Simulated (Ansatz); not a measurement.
# InH3O (SMILES [OH][InH2]): one structure at several levels

A test off equilibrium: a structure displaced at random from a GFN2-xTB minimum is computed at several levels, and each is set against CCSD(T).

The runs use Ansatz 0.2.0, Gaussian basis; single points in def2-TZVPP.

Correlated methods freeze the cores. Filled d shells of the heavier atoms are correlated. Core potentials replace the inner electrons past krypton, and spin-orbit coupling is left out. B3LYP uses VWN-RPA correlation.

### 1 The system as given

SMILES `[OH][InH2]`, 5 atoms, charge 0, spin multiplicity 1.

Atoms are counted from 1 here; the program's logs count them from 0.

Bond lengths: O1–In2 1.918 Å, O1–H3 0.960 Å, In2–H4 1.698 Å, In2–H5 1.848 Å. Angles: In2–O1–H3 110.2°, O1–In2–H4 124.0°, O1–In2–H5 108.3°, H4–In2–H5 127.5°.

As a file:

```xyz
5
charge 0, multiplicity 1
O     0.8615   -0.7618    0.7830
In   -0.1832    0.4354   -0.2912
H     0.3988   -1.5959    0.8944
H    -1.6638    0.0182   -1.0099
H     0.6200    2.0994   -0.2552
```

### 2 CCSD(T)/def2-TZVPP

File run/in.yaml:

```yaml
crystal:
  periodic: [false, false, false]
  atoms:
    - {symbol: O, position_ang: [0.861500, -0.761800, 0.783000]}
    - {symbol: In, position_ang: [-0.183200, 0.435400, -0.291200]}
    - {symbol: H, position_ang: [0.398800, -1.595900, 0.894400]}
    - {symbol: H, position_ang: [-1.663800, 0.018200, -1.009900]}
    - {symbol: H, position_ang: [0.620000, 2.099400, -0.255200]}
basis:
  gaussian: {orbitals: def2-TZVPP}
correlation: {method: ccsd_t}
output: {forces: true}
```

The command line of these runs was not kept.

### 3 PBE0-D4/def2-TZVPP

Edit run/in.yaml of step 2 so:

```diff
@@ -10,3 +10,3 @@
   gaussian: {orbitals: def2-TZVPP}
-correlation: {method: ccsd_t}
-output: {forces: true}
+hamiltonian: {xc: pbe0, dispersion: d4}
+output: {forces: true, orbitals: {seedname: orbitals}}
```

### 4 wB97M-V/def2-TZVPP

Edit run/in.yaml of step 3 so:

```diff
@@ -10,3 +10,3 @@
   gaussian: {orbitals: def2-TZVPP}
-hamiltonian: {xc: pbe0, dispersion: d4}
-output: {forces: true, orbitals: {seedname: orbitals}}
+hamiltonian: {xc: {name: wB97M-V}}
+output: {forces: true}
```

### 5 r2SCAN-D4/def2-TZVPP

Edit run/in.yaml of step 4 so:

```diff
@@ -10,3 +10,3 @@
   gaussian: {orbitals: def2-TZVPP}
-hamiltonian: {xc: {name: wB97M-V}}
+hamiltonian: {xc: r2scan, dispersion: d4}
 output: {forces: true}
```

### 6 PBE-D4/def2-TZVPP

Edit run/in.yaml of step 5 so:

```diff
@@ -10,3 +10,3 @@
   gaussian: {orbitals: def2-TZVPP}
-hamiltonian: {xc: r2scan, dispersion: d4}
+hamiltonian: {xc: pbe, dispersion: d4}
 output: {forces: true}
```

### 7 r2SCANh-D4/def2-TZVPP

Edit run/in.yaml of step 6 so:

```diff
@@ -10,3 +10,3 @@
   gaussian: {orbitals: def2-TZVPP}
-hamiltonian: {xc: pbe, dispersion: d4}
+hamiltonian: {xc: {name: r2SCANh}, dispersion: d4}
 output: {forces: true}
```

### 8 B3LYP-D4/def2-TZVPP

Edit run/in.yaml of step 7 so:

```diff
@@ -10,3 +10,3 @@
   gaussian: {orbitals: def2-TZVPP}
-hamiltonian: {xc: {name: r2SCANh}, dispersion: d4}
+hamiltonian: {xc: {name: B3LYP}, dispersion: d4}
 output: {forces: true}
```

(Steps that only read results are left out.)

Before running it: what results should come out? Wanted: energy less free atoms, CCSD(T)/def2-TZVPP; RMS force component; RMS force error; HOMO and LUMO, PBE0-D4; T1 diagnostic.

As calculated:

| quantity | value |
| --- | --- |
| energy less free atoms, CCSD(T)/def2-TZVPP | -1222.6 kJ/mol |
| RMS force component | 0.860 to 0.929 eV/Å over the methods |
| RMS force error | PBE0-D4 0.059, wB97M-V 0.044, r2SCAN-D4 0.030, PBE-D4 0.215, r2SCANh-D4 0.051, B3LYP-D4 0.085 eV/Å |
| HOMO and LUMO, PBE0-D4 | -8.13 and -1.44 eV |
| T1 diagnostic | 0.017 |

Against CCSD(T) the functionals' energies less atoms differ by -27.2 to +9.8 kJ/mol, PBE-D4 by -21.0 kJ/mol. CCSD(T) in triple zeta still lacks some correlation energy of the bonds, so part of these gaps is its own basis error and they don't rank the functionals. The forces of r2SCAN-D4 come nearest to CCSD(T), those of PBE-D4 are farthest. Frozen-core CCSD(T) forces in triple zeta carry basis errors of their own, and this is one geometry, so small gaps rank nothing.
